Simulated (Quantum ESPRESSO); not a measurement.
The system is MoSe.

```
Mo Se
1.0
     3.50023    0.00000    0.00000
     0.00000    3.50023    0.00000
     0.00000    0.00000    3.50023
Mo Se
1 1
Cartesian
  0.0000 0.0000 0.0000
  1.7501 1.7501 1.7501
```

The cell was built by a generator and needn't be a form met in nature.

Base run:

* Program: Quantum ESPRESSO 7.5
* Functional: LDA
* Potentials or basis: SSSP 1.3 efficiency PBE
* Cutoff: 816 eV
* Density cutoff: 5987 eV
* k mesh: 8 × 8 × 8
* Occupations: fermi-dirac, width 0.05 eV
* Spin: no spin polarisation
* Hubbard terms: Mo d U = 4 eV

Its results: band gap on the k mesh 0.89 eV, indirect (least direct gap 0.92 eV); pressure -17.7 GPa.

Task: After a change of settings the same cell gave: band gap on the k mesh 0.86 eV, indirect (least direct gap 1.18 eV); pressure -15.2 GPa. Which change was it?
A. hubbard terms from Mo d U = 4 eV to Mo d U = 6 eV
B. hubbard terms from Mo d U = 4 eV to none
C. hubbard terms from Mo d U = 4 eV to Mo d U = 5 eV

Result: C.

Caveats: the potentials were made for another functional, which shifts forces and pressure.
